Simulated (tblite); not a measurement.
# C6H15NSi: the cost of one run

Computed with tblite 0.8.0 and PySCF 2.14.0, with density-fitted response routines of our own, on a single molecule, in the gas phase or a continuum. Atoms count from 0, in the outputs and in this text.

### Step 1. The starting structure

23 atoms, charge 0, multiplicity 1; geometry from: force field or distance geometry start.

Bonds of the start (Å): C0–C1 1.48, C1–C2 1.49, C2–N3 1.42, N3–C4 1.44, C4–C5 1.46, C5–C6 1.47, C6–Si7 1.85, Si7–N3 1.82, C0–H8 1.13, C0–H9 1.14, C0–H10 1.09, C1–H11 1.14, C1–H12 1.13, C2–H13 1.10, C2–H14 1.13, C4–H15 1.11, C4–H16 1.10, C5–H17 1.12, C5–H18 1.11, C6–H19 1.12, C6–H20 1.10, Si7–H21 1.45, Si7–H22 1.48.

### Step 2. Geometry optimisation with GFN2-xTB

What the job is given:

```
{"job": {"kind": "relax", "xc": "GFN2-xTB", "basis": "xTB"}, "charge": 0, "multiplicity": 1}
C     -2.855800     0.702200    -0.769600
C     -2.275700    -0.179700     0.264500
C     -0.979600    -0.847900    -0.036700
N      0.133900    -0.017800    -0.342300
C      0.672700     0.749300     0.745100
C      2.116200     0.960200     0.615400
C      2.832000    -0.109400    -0.102300
Si     1.465100    -1.203200    -0.698100
H     -2.787800     1.792000    -0.483100
H     -3.981300     0.505700    -0.747100
H     -2.532300     0.525400    -1.793900
H     -3.039000    -0.980700     0.519300
H     -2.171600     0.397300     1.228200
H     -0.762900    -1.585900     0.751100
H     -1.168900    -1.457100    -0.963500
H      0.189200     1.749000     0.707300
H      0.449000     0.327900     1.738900
H      2.562000     1.054100     1.634800
H      2.309900     1.928800     0.103900
H      3.354400     0.265400    -1.014800
H      3.544700    -0.642600     0.543900
H      1.535800    -1.538700    -2.105900
H      1.385200    -2.367300     0.215000
```

On the command line:

```bash
$ OMP_NUM_THREADS=1 python probes_run.py task.json out
```

This one command runs all jobs of the session in turn.

Q: Estimate the wall time and peak memory of this first job on 1 thread of Intel Xeon at 2.70GHz, shared host.

About 3.1 s, with a peak of 0.18 GiB.
